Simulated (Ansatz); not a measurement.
# Br2H2: the cost of one run

The runs use Ansatz 0.2.0, Gaussian basis; PBE0-D4 structure, single points in def2-TZVPPD.

Levels: PBE-D4, revPBE-D4, BLYP-D4, r2SCAN-D4, B97M-V, PBE0-D4, B3LYP-D4, HSE06-D4, wB97X-V, wB97M-V, B2PLYP, Hartree-Fock, MP2, CCSD, CCSD(T). The reference is CCSD(T) extrapolated to the basis limit. For elements past Ar these valence bases correlate outer-core shells poorly and lack relativity, so that limit is rough.

Correlated methods freeze the cores. Filled d shells of the heavier atoms are correlated. B3LYP uses VWN-RPA correlation. B2PLYP carries no dispersion term here.

176 further runs of the same task are left out: 176 set aside as unsound or not needed.

## (1) The system as given

The pair, from a GFN2-xTB docking trial: 4 atoms, charge 0, spin multiplicity 1.

Atoms are counted from 1 here; the program's logs count them from 0.

Bond lengths: Br1–H2 1.407 Å, Br3–H4 1.400 Å.

Coordinates:

```mol
Br2H2
  3D, bonds by distance, orders not assigned

  4  2  0  0  0  0  0  0  0  0999 V2000
    0.5083   -0.6464   -2.4712 Br  0  0
    0.0723   -0.7953   -1.1418 H   0  0
   -0.4606    0.0941    1.5461 Br  0  0
   -0.1200    1.3477    2.0669 H   0  0
  1  2  8  0
  3  4  8  0
M  END
```

Atoms 1 to 2 are fragment A (HBr), the rest fragment B (HBr).

## (2) A first relaxation in a small basis

pre/in.yaml

```yaml
crystal:
  periodic: [false, false, false]
  atoms:
    - {symbol: Br, position_ang: [0.508300, -0.646400, -2.471200]}
    - {symbol: H, position_ang: [0.072300, -0.795300, -1.141800]}
    - {symbol: Br, position_ang: [-0.460600, 0.094100, 1.546100]}
    - {symbol: H, position_ang: [-0.120000, 1.347700, 2.066900]}
basis:
  gaussian: {orbitals: def2-SVP}
hamiltonian: {xc: pbe, dispersion: d4}
relax: {f_tol: 0.03, max_steps: 250}
```

Started as:

```sh
$ ansatz run in.yaml --threads 2 --pin off --events-out ev --progress --plain --max-ram 5222MiB
```

**Question.** How long does this run take on 2 threads of Arm Neoverse V1, shared host?

About 8.5 s.
